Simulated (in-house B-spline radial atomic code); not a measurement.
# Lu⁴⁴⁺: ionisation energy by several methods

Aim: the ionisation energy of Lu⁴⁴⁺ by several methods, each as the difference of two self-consistent energies (Lu⁴⁴⁺ and the next ion, [Ar] 3d8).

Program: in-house B-spline radial atomic code version 1. Level of theory: non-relativistic, several functionals, spin-polarised, exact exchange averaged over the configuration; spherical all-electron atom at the radial basis limit. These are calculated values, not measurements, unless marked.

## (1) The system

| Item | Value |
| --- | --- |
| element | lutetium (Z = 71) |
| charge | +44 |
| electrons | 27 |
| configuration | [Ar] 3d9 |
| nucleus | point |

Outer shells as boxes (Hund's rule):

[Ar] 3d9
```
[Ar] core
3d [↑↓][↑↓][↑↓][↑↓][↑ ]
```

Where spins are not typed, each open shell is filled with up spins first.

## (2) BHandHLYP, a global hybrid

Settings of the run:

```ini
Z = 71
electrons = 27.0
configuration = [Ar] 3d9
hamiltonian = nr
method = bhandhlyp
spin_polarised = True
exact_exchange = averaged over the configuration
```

The run is started by

```console
$ python run_scf.py task.json out
```

One command runs all members of the session, one after another, from task.json.

## (3) LC-ωPBE, a range-separated hybrid

Settings: those of step 2 with these lines changed.

```diff
@@ -4,3 +4,3 @@
 hamiltonian = nr
-method = bhandhlyp
+method = lc_wpbe
 spin_polarised = True
```

## (4) B3LYP, a global hybrid

Settings: those of step 3 with these lines changed.

```diff
@@ -4,3 +4,3 @@
 hamiltonian = nr
-method = lc_wpbe
+method = b3lyp
 spin_polarised = True
```

Q: The tabulated ionisation energy is 3706 ± 4 eV (tabulated theoretical; NIST Atomic Spectra Database). What does each method give, and which comes nearest?

**Answer**, as computed:

| method | rung | total energy (hartree) | ΔSCF (eV) | −ε highest (eV) | ΔSCF less tabulated (eV) |
| --- | --- | --- | --- | --- | --- |
| BHandHLYP | global hybrid | -12503.6822 | 3727.46 | 3699.64 (3d down) | +21.46 |
| B3LYP | global hybrid | -12503.2151 | 3726.87 | 3680.14 (3d down) | +20.87 |
| LC-ωPBE | range-separated hybrid | -12502.3609 | 3725.56 | 3672.44 (3d down) | +19.56 |

What this shows: Tables give 3706 ± 4 eV (tabulated theoretical; NIST Atomic Spectra Database) for the ionisation energy. LC-ωPBE misses by +19.56 eV, the least, and BHandHLYP by +21.46 eV (0.58 %), the most. All methods miss on the same side by much the same amount, which points to something that they share. These runs lack relativity altogether, which can outweigh the gaps between the methods, so the nearest may be so by luck. These runs leave out relativity, which matters at this nuclear charge. Open shells are averaged (over orientations, and over spins where the run is restricted), while tables refer to the lowest levels.
